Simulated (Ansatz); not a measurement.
Runs of Ansatz 0.2.0 on Ga3Se. Symmetry: Pm-3m, No. 221, cubic system. Conventional cell: a = 4.432 Å, b = 4.432 Å, c = 4.432 Å, α = 90.00°, β = 90.00°, γ = 90.00°. Se (site symmetry m-3m) is surrounded by 12 Ga at 3.13 Å. Around Ga (site symmetry 4/mmm) lie 4 Se at 3.13 Å and 8 Ga at 3.13 Å. The cell comes from a database or a generator and needn't be the stable form of this composition.

| task | level | cell | k mesh | cutoff (eV) | gap on the mesh (eV) | pressure (GPa) |
| --- | --- | --- | --- | --- | --- | --- |
| projected density of states | PBE0 | as given | 4 × 4 × 4 | 420 | none | -0.8 |
| projected density of states | RPBE | as given | 4 × 4 × 4 | 420 | none | (a) |
| projected density of states | BLYP | as given | 4 × 4 × 4 | 420 | none | (b) |
| relaxation of cell and atoms | PBEsol+D3(BJ)-ATM | relaxed | 6 × 6 × 6 | 420 | none | 0.0 |
| projected density of states | PBE | as given | 4 × 4 × 4 | 420 | none | -0.2 |
| projected density of states | revPBE | as given | 4 × 4 × 4 | 420 | none | 1.0 |
| projected density of states | r2SCAN0 | as given | 4 × 4 × 4 | 500 | none | -1.2 |
| projected density of states | PBEsol | as given | 4 × 4 × 4 | 420 | none | -3.2 |

Alike in all rows: potentials or basis Ansatz PAW; no spin polarisation; smearing fermi-dirac 0.05 eV.

Problem. Fill in the values left out.

Solution. (a) 1.5; (b) 4.7.

Caveats: the PAW data sets come from PBE, with cores solved anew for the run's functional, which leaves a small shift of forces and pressure (some runs); the thresholds are loose for stress (some runs); the plane-wave basis is chosen anew once the cell has moved, so the energies of steps on either side of that aren't comparable (some runs); pairwise dispersion overbinds metals, which lowers pressure and volume (some runs).

A k mesh can miss the band edges, and the runs leave out spin-orbit coupling on Ga, Se.

A gap of «none» marks a metal or a gap under the smearing width.
